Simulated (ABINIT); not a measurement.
TaO:

```
Ta O
1.0
     3.06611    0.00000    0.00000
    -1.53306    2.65533    0.00000
     0.00000    0.00000    3.85502
Ta O
1 1
Direct
  0.00000 0.00000 0.50000
  0.00000 0.00000 0.00000
```

The cell was built by a generator and needn't be a form met in nature.

Base run:

```yaml
Program: ABINIT 10.8.3 (patched build)
Functional: BLYP
Potentials_or_basis: JTH PAW PBE v2.0
Cutoff: 762 eV
k_mesh: 10 × 10 × 7
Occupations: fermi-dirac, width 0.05 eV
Spin: no spin polarisation
```

Its results: band gap on the k mesh none (metal or under the smearing width); pressure 4.6 GPa.

Q: After a change of settings the same cell gave: band gap on the k mesh none (metal or under the smearing width); pressure 2.6 GPa. Which change was it?
A. functional from BLYP to PBE
B. functional from BLYP to AM05
C. functional from BLYP to revPBE
D. functional from BLYP to r2SCAN

A: C.

Caveats: the PAW data sets were made with another functional, which shifts forces and pressure a little; an odd number of electrons without spin polarisation forces a metal; a magnetic or distorted state may lie lower; the atomic spheres overlap.
